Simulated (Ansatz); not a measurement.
# GaH5N2: the cost of one run

All numbers below are computed with Ansatz 0.2.0 (RHF/def2-SVP).

**1. The structure to begin with**

Bond lengths: Ga1–H2 1.770 Å, Ga1–N3 2.130 Å, N3–H4 1.060 Å, N3–H5 1.060 Å, Ga1–N6 1.930 Å, N6–H7 1.060 Å, N6–H8 1.060 Å. Angles: H2–Ga1–N3 42.8°, H2–Ga1–N6 156.5°, N3–Ga1–N6 160.7°, Ga1–N3–H4 112.9°, Ga1–N3–H5 111.7°, H4–N3–H5 120.0°, Ga1–N6–H7 120.0°, Ga1–N6–H8 120.0°, H7–N6–H8 120.0°.

Coordinates:

```xyz
8

Ga    0.0000    0.0000    0.0000
H     1.0535    0.0000    1.4223
N     2.0931    0.0000    0.3944
H     2.5598   -0.9179    0.1426
H     2.5445    0.9179    0.1162
N    -1.6714    0.0000   -0.9650
H    -2.3403   -0.8164   -0.8664
H    -1.9204    0.8164   -1.5936
```

**2. A restrained relaxation towards end A**

Springs on the bonds that form and break draw the guess towards this end; the thresholds are loose.

input.yaml

```yaml
crystal:
  periodic: [false, false, false]
  atoms:
    - { symbol: Ga, position_ang: [0.0, 0.0, 0.0] }
    - { symbol: H, position_ang: [1.0535, 0.0, 1.4223] }
    - { symbol: "N", position_ang: [2.0931, 0.0, 0.3944] }
    - { symbol: H, position_ang: [2.5598, -0.9179, 0.1426] }
    - { symbol: H, position_ang: [2.5445, 0.9179, 0.1162] }
    - { symbol: "N", position_ang: [-1.6714, 0.0, -0.965] }
    - { symbol: H, position_ang: [-2.3403, -0.8164, -0.8664] }
    - { symbol: H, position_ang: [-1.9204, 0.8164, -1.5936] }
basis:
  gaussian: { orbitals: def2-SVP }
hamiltonian:
  xc: hf
relax:
  f_tol: 0.15
  max_steps: 25
  restrain:
    - { distance: [1, 2], at: 2.26, k: 30.0 }
    - { distance: [0, 1], at: 1.57, k: 30.0 }
    - { distance: [0, 2], at: 1.93, k: 30.0 }
```

On the command line:

```bash
$ ansatz run input.yaml --threads 1 --pin off --max-ram 2048MiB --backend cpu --events-out ev --progress --plain --runs-dir out
```

What time and memory should one allow on 1 thread of Intel Xeon Platinum 8488C (Sapphire Rapids), shared host?

About 16 s, with a peak of 0.17 GiB.
